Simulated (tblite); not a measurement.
# C4H11BClSi: the cost of one run

The runs use tblite 0.8.0 and PySCF 2.14.0, with density-fitted response routines of our own; the level of theory stands in each step. All values are computed, except where a source is named. Atoms count from 0, in the outputs and in this text.

### Step 1. Starting geometry

18 atoms, charge 0, multiplicity 2; geometry from: force field or distance geometry start.

Bonds of the start (Å): C0–B1 1.59, B1–C2 1.58, C2–Si3 1.83, Si3–C4 1.87, C4–C5 1.52, C5–Cl6 1.79, C0–H7 1.11, C0–H8 1.11, C0–H9 1.11, B1–H10 1.20, C2–H11 1.10, C2–H12 1.13, Si3–H13 1.48, Si3–H14 1.48, C4–H15 1.10, C5–H16 1.09, C5–H17 1.12.

### Step 2. Geometry optimisation with GFN2-xTB

Job settings and geometry (Å):

```
{"job": {"kind": "relax", "xc": "GFN2-xTB", "basis": "xTB"}, "charge": 0, "multiplicity": 2}
C     -3.452700    -0.279800     0.201700
B     -1.916500    -0.507700     0.524500
C     -0.931500     0.543900    -0.126200
Si     0.788300     0.519400     0.509300
C      1.968400    -0.424600    -0.592900
C      3.368100     0.052000    -0.251900
Cl     4.096600    -0.948800     1.036800
H     -3.987500    -1.223700     0.450300
H     -3.812300     0.569800     0.825400
H     -3.501900    -0.051400    -0.879200
H     -1.531100    -1.647200     0.550400
H     -1.028500     0.444400    -1.215900
H     -1.385200     1.540100     0.142900
H      1.289200     1.914900     0.541800
H      0.781500    -0.096000     1.856000
H      1.953500    -1.501600    -0.372200
H      4.024600    -0.002800    -1.118700
H      3.268200     1.105600     0.112100
```

Command:

```
$ OMP_NUM_THREADS=1 python probes_run.py task.json out
```

One launch serves the whole session: the jobs run in the order shown.

Q: Estimate the wall time of this first job on 1 thread of Arm Neoverse V2, shared host.

About 1.2 s.
